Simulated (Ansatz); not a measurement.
# GeH2 (singlet): the correlation ladder, cc-pVTZ

An exercise on one series of results from a longer session: the logs are not shown, and one member is left open.

Computed with Ansatz 0.2.0, Gaussian basis. Level: cc-pVTZ, core rule «outside noble gas», up to 14 orbitals frozen.

Plan: UHF; CCSD(T) on RHF; CCSD(T) on UHF; BCCD(T) on RHF; CISD; CCSDT(Q) on RHF; CCSDT(Q) on UHF; CCSDTQ on RHF; CASSCF and MRCISD+Q, 6 electrons in 6 orbitals; CASSCF and NEVPT2, 6 electrons in 6 orbitals; Full CI.

4 further runs of the same task are left out: 4 set aside as unsound or not needed.

### What is computed

The geometry is a PBE0/def2-TZVP stationary point (not a proven minimum). No spin-orbit coupling is included. The filled d shell of Ge may be among the frozen orbitals whatever the setting's name suggests; the logs give the count.

3 atoms, charge 0, spin multiplicity 1.

Atoms are counted from 1 here; the program's logs count them from 0.

Bond lengths: Ge1–H2 1.594 Å, Ge1–H3 1.594 Å. Angles: H2–Ge1–H3 90.6°.

The first run:

The input, in.yaml:

```yaml
crystal:
  periodic: [false, false, false]
  atoms:
    - {symbol: Ge, position_ang: [0.000000, -0.030265, 0.000000]}
    - {symbol: H, position_ang: [0.000000, 1.090584, -1.133489]}
    - {symbol: H, position_ang: [0.000000, 1.090579, 1.133493]}
basis:
  gaussian: {orbitals: cc-pVTZ}
magnetization: {spin_polarized: true, initial_magnetization: 0}
hamiltonian: {xc: hf}
output: {orbitals: {seedname: orbitals}}
```

Command:

```sh
> ansatz run in.yaml --threads 1 --pin off --events-out ev --progress --plain --max-ram 3498MiB --backend cpu
```

Steps of the session up to this table: UHF; CCSD(T) on RHF; CCSD(T) on UHF; BCCD(T) on RHF; CISD; CCSDT(Q) on RHF; CCSDT(Q) on UHF; CCSDTQ on RHF; CASSCF and MRCISD+Q, 6 electrons in 6 orbitals; CASSCF and NEVPT2, 6 electrons in 6 orbitals; Full CI.

One of the session's tables, all rows but one given; the rest of the session is left out.

```
          method  from FCI (kJ/mol)
             RHF             +347.9
             UHF             +344.5
            RMP2              +76.5
            CISD              +25.1
           RCCSD              +10.5
        RCCSD(T)               +2.1
         BCCD(T)                  ?
          RCCSDT               +0.4
       RCCSDT(Q)               +0.1
         RCCSDTQ                0.0
  CASSCF valence             +217.6
  NEVPT2 valence              +62.9
  MRCISD valence              +10.4
MRCISD+Q valence               +0.9
             FCI                  0
```

Q: Estimate the row for BCCD(T) from the others.

The run gave: from FCI (kJ/mol): +2.0. In the column «from FCI (kJ/mol)» it lies between MRCISD+Q valence (+0.9) and RCCSD(T) (+2.1).
